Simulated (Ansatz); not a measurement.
# H8N2OSi: the cost of one run

Program: Ansatz 0.2.0. Level of theory: RKS B3LYP/6-31G*. These are calculated values, not measurements.

## Step 1: Starting point

Bond lengths: Si1–O2 2.030 Å, O2–H3 1.010 Å, Si1–N4 1.820 Å, N4–H5 1.060 Å, N4–H6 1.060 Å, Si1–N7 1.819 Å, N7–H8 1.060 Å, N7–H9 1.060 Å, Si1–H10 1.459 Å. Angles: Si1–O2–H3 109.5°, O2–Si1–N4 109.5°, O2–Si1–N7 109.5°, O2–Si1–H10 109.5°, N4–Si1–N7 109.5°, N4–Si1–H10 109.5°, N7–Si1–H10 109.5°, Si1–N4–H5 120.0°, Si1–N4–H6 120.0°, H5–N4–H6 120.0°, Si1–N7–H8 120.0°, Si1–N7–H9 120.0°, H8–N7–H9 120.0°.

Coordinates:

```xyz
12

Si    0.0000    0.0000    0.0000
O     0.0000    0.0000    2.0300
H    -0.9095   -0.2814    2.3671
N     1.7163    0.0000   -0.6061
H     2.2145   -0.9180   -0.7868
H     2.2175    0.9180   -0.7783
N    -0.8572    1.4851   -0.6061
H    -1.8773    1.4300   -0.8888
H    -0.3367    2.4058   -0.6766
H    -0.6877   -1.1914   -0.4862
H     0.6549   -1.5365    0.5550
H     0.5132   -1.2041    1.4744
```

## Step 2: A restrained relaxation towards end A

Springs on the bonds that form and break draw the guess towards this end; the thresholds are loose.

input.yaml

```yaml
crystal:
  periodic: [false, false, false]
  atoms:
    - { symbol: Si, position_ang: [0.0, 0.0, 0.0] }
    - { symbol: O, position_ang: [0.0, 0.0, 2.03] }
    - { symbol: H, position_ang: [-0.9095, -0.2814, 2.3671] }
    - { symbol: "N", position_ang: [1.7163, 0.0, -0.6061] }
    - { symbol: H, position_ang: [2.2145, -0.918, -0.7868] }
    - { symbol: H, position_ang: [2.2175, 0.918, -0.7783] }
    - { symbol: "N", position_ang: [-0.8572, 1.4851, -0.6061] }
    - { symbol: H, position_ang: [-1.8773, 1.43, -0.8888] }
    - { symbol: H, position_ang: [-0.3367, 2.4058, -0.6766] }
    - { symbol: H, position_ang: [-0.6877, -1.1914, -0.4862] }
    - { symbol: H, position_ang: [0.6549, -1.5365, 0.555] }
    - { symbol: H, position_ang: [0.5132, -1.2041, 1.4744] }
basis:
  gaussian: { orbitals: "6-31G*" }
hamiltonian:
  xc: b3lyp
relax:
  f_tol: 0.15
  max_steps: 25
  restrain:
    - { distance: [0, 10], at: 2.66, k: 30.0 }
    - { distance: [11, 1], at: 2.21, k: 30.0 }
    - { distance: [0, 1], at: 1.68, k: 30.0 }
    - { distance: [11, 10], at: 0.66, k: 30.0 }
output:
  orbitals: {}
```

Launch:

```
$ ansatz run input.yaml --threads 1 --pin off --max-ram 2048MiB --backend cpu --events-out ev --progress --plain --runs-dir out
```

**Question.** How long does this run take on 1 thread of Intel Xeon at 2.60GHz (Ice Lake), shared host, and how much memory does it need?

About 43 s, with a peak of 0.18 GiB.
